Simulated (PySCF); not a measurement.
# CH6GaNO (SMILES [CH3][Ga]([NH2])[OH]): BLYP/def2-SVPD

What is the vertical ionisation energy of CH6GaNO at BLYP/def2-SVPD? 

The results are computed with PySCF 2.14.0.

**1. The structure to begin with**

CH6GaNO: 10 atoms, total charge 0, spin state singlet. As SMILES, `[CH3][Ga]([NH2])[OH]`. The coordinates come from a PBE0-D4/def2-TZVP relaxation. This is one conformer, not always the lowest.

Bond lengths: C1–Ga2 1.955 Å, Ga2–N3 1.809 Å, Ga2–O4 1.796 Å, C1–H5 1.092 Å, C1–H6 1.091 Å, C1–H7 1.092 Å, N3–H8 1.005 Å, N3–H9 1.004 Å, O4–H10 0.958 Å. Some angles: C1–Ga2–N3 125.9°, C1–Ga2–O4 123.2°, N3–Ga2–O4 110.9°, Ga2–C1–H5 110.4°, Ga2–C1–H6 111.2°, Ga2–C1–H7 110.4°, Ga2–N3–H8 122.7°, Ga2–N3–H9 124.8°, Ga2–O4–H10 114.0°, H5–C1–H6 108.5°.

**2. A single-point energy at BLYP/def2-SVPD**

File geometry.xyz:

```xyz
10
CH6GaNO
C     -1.438400     0.605300    -0.277700
Ga     0.382200    -0.085400    -0.099200
N      1.049200    -0.960100     1.336800
O      1.627100     0.080200    -1.383200
H     -1.933200     0.156400    -1.141400
H     -2.031200     0.388200     0.611800
H     -1.422200     1.686900    -0.427000
H      1.996300    -1.294800     1.377000
H      0.532600    -1.165900     2.172900
H      1.320800     0.538200    -2.167100
```

File calc.py:

```python
from pyscf import gto, dft

mol = gto.M(
    atom='geometry.xyz',
    verbose=3,
    basis='def2-svpd',
    max_memory=1860,
)

mf = dft.RKS(mol)
mf.xc = 'blyp'
mf.grids.level = 4
mf.conv_tol = 1e-10
mf.kernel()
if not mf.converged:
    mf = mf.newton().run(mf.mo_coeff, mf.mo_occ)

e_tot = mf.e_tot
print('Final energy', e_tot)
```

Started as:

```sh
$ OMP_NUM_THREADS=1 python calc.py
```

Log:

```text
converged SCF energy = -2096.25514268097
Final energy -2096.2551426809655
```

Run time: 38 s. Hardware: 1 thread of Arm Neoverse V2, shared host; peak memory 1 GiB.

**3. The doublet cation at the same level**

File calc.py:

```python
from pyscf import gto, dft

mol = gto.M(
    atom='''
C     -2.718182     1.143851    -0.524777
Ga     0.722253    -0.161383    -0.187461
N      1.982701    -1.814326     2.526186
O      3.074773     0.151556    -2.613869
H     -3.653219     0.295553    -2.156933
H     -3.838412     0.733592     1.156134
H     -2.687568     3.187779    -0.806913
H      3.772460    -2.446817     2.602153
H      1.006468    -2.203232     4.106186
H      2.495950     1.017051    -4.095225
''',
    verbose=3,
    unit='bohr',
    spin=1,
    basis='def2-svpd',
    max_memory=1860,
    charge=1,
)

ks = dft.UKS(mol)
ks.xc = 'blyp'
ks.conv_tol = 1e-10
ks.grids.level = 4
ks.kernel()
if not ks.converged:
    ks = ks.newton().run(ks.mo_coeff, ks.mo_occ)

energy = ks.e_tot
print('Final energy', energy)
```

Started as:

```sh
$ OMP_NUM_THREADS=1 python calc.py
```

Log:

```text
WARN: HOMO -0.304817554011946 >= LUMO -0.304817554011943

WARN: HOMO -0.456496541064268 >= LUMO -0.455618408957868

WARN: HOMO -0.455942299423981 >= LUMO -0.455556107919994

WARN: HOMO -0.456479083331594 >= LUMO -0.456039003089694

WARN: HOMO -0.456504948337184 >= LUMO -0.455561195202553

WARN: HOMO -0.456114049130572 >= LUMO -0.455310234189953

WARN: HOMO -0.457768658302177 >= LUMO -0.457418519548332

WARN: HOMO -0.455706651676617 >= LUMO -0.45499740735134

WARN: HOMO -0.456250468999255 >= LUMO -0.455469433728048

WARN: HOMO -0.456925452826697 >= LUMO -0.456002516704926

SCF not converged.
SCF energy = -2095.9206884649 after 50 cycles  <S^2> = 0.756162  2S+1 = 2.0061525
converged SCF energy = -2095.92068847328  <S^2> = 0.75616088  2S+1 = 2.0061514
Final energy -2095.920688473281
```

Run time: 4.2 min. Hardware: 1 thread of Arm Neoverse V2, shared host; peak memory 1.2 GiB.

**4. Outcome**

Level: BLYP/def2-SVPD.

```
                                          quantity           value
                     singlet CH6GaNO: total energy  -2096.25514 Eh
                    singlet CH6GaNO: dipole moment          1.88 D
                      singlet CH6GaNO: HOMO energy        -5.70 eV
                      singlet CH6GaNO: LUMO energy        -1.08 eV
                    singlet CH6GaNO: HOMO–LUMO gap         4.62 eV
                      doublet cation: total energy  -2095.92069 Eh
doublet cation: HOMO energy (highest over α and β)       -12.45 eV
 doublet cation: LUMO energy (lowest over α and β)       -12.38 eV
                              doublet cation: ⟨S²⟩           0.756
vertical ionisation energy (to the doublet cation)        9.101 eV
```

What this shows: Removing an electron at fixed nuclei costs 9.10 eV (878 kJ/mol). The negative HOMO energy of the first species, 5.70 eV, lies 3.40 eV below that difference.
